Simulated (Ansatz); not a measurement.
# C4H10N2Si: the cost of one run

Program: Ansatz 0.2.0, Gaussian basis. Level of theory: functionals in def2-TZVPP, the program's frozen cores in correlated methods. These are calculated values, not measurements.

The runs, in order: LDA (SPW92), PBE-D4, revPBE-D4, BLYP-D4, r2SCAN-D4, B97M-V, PBE0-D4, B3LYP-D4, r2SCANh-D4, r2SCAN0-D4, HSE06-D4, BHLYP-D4, CAM-B3LYP-D4, LC-ωPBE, ωB97X-V, ωB97M-V, B2PLYP, PBE-QIDH; CCSD(T)/def2-SVP; MP2/def2-TZVPP; MP2/def2-QZVPP; RPA on PBE.

## (1) Structure used throughout

The geometry comes from an earlier relaxation with PBE0-D4 in a triple-zeta def2 set; it is a stationary point, not always the lowest conformer.

SMILES `C=C[Si](N)(N)C=C`, 17 atoms, charge 0, spin multiplicity 1.

Atoms are counted from 1 here; the program's logs count them from 0.

Bond lengths: C1–C2 1.331 Å, C1–H8 1.087 Å, C1–H9 1.087 Å, C2–Si3 1.866 Å, C2–H10 1.090 Å, Si3–N4 1.719 Å, Si3–N5 1.719 Å, Si3–C6 1.866 Å, N4–H11 1.008 Å, N4–H12 1.007 Å, N5–H13 1.007 Å, N5–H14 1.008 Å, C6–C7 1.331 Å, C6–H15 1.091 Å, C7–H16 1.087 Å, C7–H17 1.087 Å. Angles: C2–C1–H8 121.3°, C2–C1–H9 122.4°, H8–C1–H9 116.3°, C1–C2–Si3 124.1°, C1–C2–H10 117.4°, Si3–C2–H10 118.5°, C2–Si3–N4 106.2°, C2–Si3–N5 116.4°, C2–Si3–C6 108.2°, N4–Si3–N5 105.0°, N4–Si3–C6 116.5°, N5–Si3–C6 104.9°, Si3–N4–H11 118.1°, Si3–N4–H12 120.1°, H11–N4–H12 111.0°, Si3–N5–H13 119.3°, Si3–N5–H14 119.7°, H13–N5–H14 111.1° and more.

Coordinates:

```xyz
17
C4H10N2Si
C     1.1245   -1.6393    1.5377
C     0.9883   -0.4349    0.9879
Si   -0.0238   -0.0930   -0.5425
N    -1.0092   -1.4806   -0.7852
N     0.8502    0.0956   -2.0108
C    -0.9151    1.5287   -0.3011
C    -1.0183    2.1617    0.8651
H     0.6198   -2.5087    1.1252
H     1.7481   -1.8144    2.4109
H     1.5372    0.3897    1.4435
H    -1.4844   -1.5758   -1.6687
H    -1.5731   -1.8378   -0.0309
H     1.2053    1.0044   -2.2594
H     1.4747   -0.6335   -2.3175
H    -1.4168    1.9745   -1.1612
H    -0.5529    1.7740    1.7676
H    -1.5736    3.0891    0.9796
```

## (2) LDA

This LDA is Slater exchange with PW92 correlation.

Contents of in.yaml:

```yaml
crystal:
  periodic: [false, false, false]
  atoms:
    - {symbol: C, position_ang: [1.124542, -1.639266, 1.537715]}
    - {symbol: C, position_ang: [0.988324, -0.434902, 0.987930]}
    - {symbol: Si, position_ang: [-0.023771, -0.093039, -0.542512]}
    - {symbol: N, position_ang: [-1.009249, -1.480554, -0.785232]}
    - {symbol: N, position_ang: [0.850225, 0.095565, -2.010784]}
    - {symbol: C, position_ang: [-0.915116, 1.528650, -0.301114]}
    - {symbol: C, position_ang: [-1.018281, 2.161652, 0.865101]}
    - {symbol: H, position_ang: [0.619771, -2.508659, 1.125191]}
    - {symbol: H, position_ang: [1.748078, -1.814422, 2.410879]}
    - {symbol: H, position_ang: [1.537188, 0.389652, 1.443515]}
    - {symbol: H, position_ang: [-1.484372, -1.575829, -1.668708]}
    - {symbol: H, position_ang: [-1.573078, -1.837807, -0.030920]}
    - {symbol: H, position_ang: [1.205265, 1.004418, -2.259406]}
    - {symbol: H, position_ang: [1.474666, -0.633494, -2.317543]}
    - {symbol: H, position_ang: [-1.416780, 1.974532, -1.161177]}
    - {symbol: H, position_ang: [-0.552905, 1.773995, 1.767636]}
    - {symbol: H, position_ang: [-1.573607, 3.089108, 0.979630]}
basis:
  gaussian: {orbitals: def2-TZVPP}
hamiltonian: {xc: lda}
output: {orbitals: {seedname: orbitals}}
```

The run is started by

```bash
$ ansatz run in.yaml --threads 8 --pin off --events-out ev --progress --plain --max-ram 20889MiB
```

Q: Estimate wall time and peak memory on 8 threads of Intel Xeon at 2.50GHz, shared host.

About 6 s, with a peak of 0.66 GiB.
